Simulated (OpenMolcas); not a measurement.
# singlet InHCl+ at 6 levels

Wanted: a comparison of 6 runs (HF/3-21G, HF/def2-TZVPP, BHLYP/def2-TZVPP, PBE/def2-TZVPP, revPBE/def2-TZVPP, MP2/def2-TZVPP) of singlet InHCl+. 

Program for the calculation: OpenMolcas 26.06.

**1. Starting point**

InHCl+ has 3 atoms, charge +1, and is taken as a singlet. SMILES of the parent species: `[Cl][InH]`. The shape is that of a PBE0-D4/def2-TZVP optimisation. That shape belongs to the parent species and isn't relaxed for this state.

Bond lengths: Cl1–In2 2.365 Å, In2–H3 1.773 Å. Angles: Cl1–In2–H3 115.3°.

**2. A single-point energy at HF/3-21G (run 1)**

File job.input:

```
&GATEWAY
BASLIB
$CurrDir
COORD
3
angstrom
Cl      -1.649800       0.396800      -0.867400
In       0.409500       0.542400       0.286100
H        1.229400      -1.003900       0.568100
BASIS
3-21G
GROUP
NoSym
&SEWARD
&SCF
CHARGE
1
THRESHOLDS
1e-10 1e-07 1e-07 1e-05
PRORBITALS
1 2
```

The basis set 3-21G is read from a file made from the Basis Set Exchange's data (not shown).

On the command line:

```bash
export MOLCAS_MEM=1860
pymolcas job.input > job.log
```

The log of the run:

```text
--- Start Module: gateway ---
[...]
--- Stop Module: gateway /rc=_RC_ALL_IS_WELL_ ---
--- Start Module: seward ---
[...]
      Basis functions           46
--- Stop Module: seward /rc=_RC_ALL_IS_WELL_ ---
--- Start Module: scf ---
[...]
       Convergence after  15 Iterations
[...]
::    Total SCF energy                              -6172.3471724352
[...]
      Total spin, S                                     0.0000000000
[...]
      Total electronic charge=   66.000000
      Total            charge=    1.000000
[...]
      Dipole Moment (debye):
      Origin of the operator (angstrom)=   -0.0623    0.4983    0.0206
                   X=  5.0566E+00               Y=  2.2101E+00               Z=  3.0371E+00           Total=  6.2990E+00
      Center of Charge (angstrom)
[...]
--- Stop Module: scf /rc=_RC_ALL_IS_WELL_ ---
[...]
```

Wall time 1.9 s (1 thread of Arm Neoverse V2, shared host); peak memory 0.38 GiB.

**3. The energy at HF/def2-TZVPP (core potential) (run 2)**

File test.input:

```
&GATEWAY
  BasLib=$CurrDir
  Coord
  3
  angstrom
  Cl      -1.649800       0.396800      -0.867400
  In       0.409500       0.542400       0.286100
  H        1.229400      -1.003900       0.568100
  Basis=def2-TZVPP
  Group=NoSym

&SEWARD

&SCF
  Charge=1
  Thresholds=1e-10 1e-07 1e-07 1e-05
  PrOrbitals=1
```

The basis set def2-TZVPP is read from a file made from the Basis Set Exchange's data (not shown).

On the command line:

```bash
export MOLCAS_MEM=1860
pymolcas test.input > test.log
```

The log of the run:

```text
--- Start Module: gateway ---
[...]
--- Stop Module: gateway /rc=_RC_ALL_IS_WELL_ ---
--- Start Module: seward ---
[...]
      Basis functions          106
--- Stop Module: seward /rc=_RC_ALL_IS_WELL_ ---
[...]
--- Start Module: scf ---
[...]
       Convergence after  17 Iterations
[...]
::    Total SCF energy                               -649.0373800924
[...]
      Total spin, S                                     0.0000000000
[...]
      Total electronic charge=   38.000000
      Total            charge=    1.000000
[...]
      Dipole Moment (debye):
      Origin of the operator (angstrom)=   -0.0623    0.4983    0.0206
                   X=  4.1520E+00               Y=  1.6381E+00               Z=  2.4743E+00           Total=  5.1034E+00
      Center of Charge (angstrom)
[...]
--- Stop Module: scf /rc=_RC_ALL_IS_WELL_ ---
[...]
```

Run time: 11 s. Hardware: 1 thread of Arm Neoverse V2, shared host; peak memory 0.61 GiB.

**4. The energy at BHLYP/def2-TZVPP (core potential) (run 3)**

File geom.xyz:

```xyz
3

Cl    -1.649800     0.396800    -0.867400
In     0.409500     0.542400     0.286100
H      1.229400    -1.003900     0.568100
```

File calc.input:

```
* ClHIn Kohn-Sham DFT

&GATEWAY
  BasLib=$CurrDir
  Coord=geom.xyz
  Basis=def2-TZVPP
  Group=NoSym

&SEWARD
  GridInput
  Grid=UltraFine
  End of Grid

&SCF
  Charge=1
  KSDFT=HYB_GGA_XC_BHANDHLYP
  Thresholds=1e-10 1e-07 1e-07 1e-05
  PrOrbitals=1 1
```

The basis set def2-TZVPP is read from a file made from the Basis Set Exchange's data (not shown).

On the command line:

```bash
export MOLCAS_MEM=1860
pymolcas calc.input > calc.log
```

The log of the run:

```text
--- Start Module: gateway ---
[...]
--- Stop Module: gateway /rc=_RC_ALL_IS_WELL_ ---
--- Start Module: seward ---
[...]
      Basis functions          106
--- Stop Module: seward /rc=_RC_ALL_IS_WELL_ ---
[...]
--- Start Module: scf ---
[...]
       Convergence after  18 Iterations
[...]
::    Total KS-DFT energy                            -650.5743041846
[...]
      Total spin, S                                     0.0000000000
[...]
      Total electronic charge=   38.000000
      Total            charge=    1.000000
[...]
      Dipole Moment (debye):
      Origin of the operator (angstrom)=   -0.0623    0.4983    0.0206
                   X=  3.6676E+00               Y=  1.0251E+00               Z=  2.1390E+00           Total=  4.3678E+00
      Center of Charge (angstrom)
[...]
--- Stop Module: scf /rc=_RC_ALL_IS_WELL_ ---
[...]
```

It took 23 s on 1 thread of Arm Neoverse V2, shared host; peak memory 0.61 GiB.

Runs 4 to 5 aren't shown in full; the table further down has their settings and results.

**5. The energy at MP2/def2-TZVPP (core potential) (run 6)**

File test.inp:

```
>>> EXPORT MOLCAS_PRINT=2
&GATEWAY
BasLib=$CurrDir
BasisSet
Cl.def2-TZVPP....
Cl1 -1.649800 0.396800 -0.867400 angstrom
End of Basis
BasisSet
In.def2-TZVPP....
In2 0.409500 0.542400 0.286100 angstrom
End of Basis
BasisSet
H.def2-TZVPP....
H3 1.229400 -1.003900 0.568100 angstrom
End of Basis
&SEWARD
&SCF
Charge=1
Thresholds=1e-10 1e-07 1e-07 1e-05
PrOrbitals=1 2
&MBPT2
Frozen=9
```

The basis set def2-TZVPP is read from a file made from the Basis Set Exchange's data (not shown).

On the command line:

```bash
export MOLCAS_MEM=1860
pymolcas test.inp > test.log
```

The log of the run:

```text
--- Start Module: gateway ---
[...]
--- Stop Module: gateway /rc=_RC_ALL_IS_WELL_ ---
[...]
      Basis functions          106
[...]
--- Start Module: scf ---
[...]
       Convergence after  17 Iterations
[...]
::    Total SCF energy                               -649.0373800924
[...]
      Total spin, S                                     0.0000000000
[...]
      Total electronic charge=   38.000000
      Total            charge=    1.000000
[...]
      Dipole Moment (debye):
      Origin of the operator (angstrom)=   -0.0623    0.4983    0.0206
                   X=  4.1520E+00               Y=  1.6381E+00               Z=  2.4743E+00           Total=  5.1034E+00
      Center of Charge (angstrom)
[...]
--- Stop Module: scf /rc=_RC_ALL_IS_WELL_ ---
[...]
--- Start Module: mbpt2 ---
[...]
WARNING!
Default frozen orbitals as non valence orbitals is overwritten by user input.
Default values:   5
[...]
       Reference weight ( Cref**2 )         =        0.87299
::    Total MBPT2 energy                             -649.4799564206
[...]
      Total MBPT2 calculations                           0.43      0.46
--- Stop Module: mbpt2 /rc=_RC_ALL_IS_WELL_ ---
[...]
```

Run time: 12 s. Hardware: 1 thread of Arm Neoverse V2, shared host; peak memory 0.61 GiB.

**6. Overview of the runs**

| run | level | integration grid | frozen core orbitals | energy (Eh) | HOMO energy (eV) | LUMO energy (eV) | HOMO–LUMO gap (eV) | wall time |
| --- | --- | --- | --- | --- | --- | --- | --- | --- |
| 1 | HF/3-21G | – | – | -6172.347172 | -17.42 | -7.71 | 9.72 | 1.9 s |
| 2 | HF/def2-TZVPP (core potential) | – | – | -649.037380 | -17.43 | -7.54 | 9.89 | 11 s |
| 3 | BHLYP/def2-TZVPP (core potential) | UltraFine | – | -650.574304 | -15.62 | -9.86 | 5.76 | 23 s |
| 4 | PBE/def2-TZVPP (core potential) | UltraFine | – | -650.472018 | -13.24 | -11.35 | 1.89 | 26 s |
| 5 | revPBE/def2-TZVPP (core potential) | UltraFine | – | -650.631139 | -13.17 | -11.26 | 1.90 | 23 s |
| 6 | MP2/def2-TZVPP (core potential) | – | 9 | -649.479956 | -17.43 | -7.54 | 9.89 | 12 s |

**7. Outcome**

```
                                          quantity          value
                               run 6: total energy  -649.47996 Eh
        run 6: HOMO energy (Hartree–Fock orbitals)      -17.43 eV
        run 6: LUMO energy (Hartree–Fock orbitals)       -7.54 eV
      run 6: HOMO–LUMO gap (Hartree–Fock orbitals)        9.89 eV
run 6: correlation energy (9 core orbitals frozen)     -442.6 mEh
```

What this shows: Over runs 1, 2, 3, 4, 5 the HOMO–LUMO gap runs from 1.89 eV (PBE/def2-TZVPP) to 9.89 eV (HF/def2-TZVPP). Exact exchange widens orbital gaps. Totals of different functionals can't be ranked against each other. Some runs of one species differ in core potentials or relativity; totals across that change don't compare. In run 1 relativity is left out where basis or elements ask for it. All runs together took 96 s, the longest 26 s.
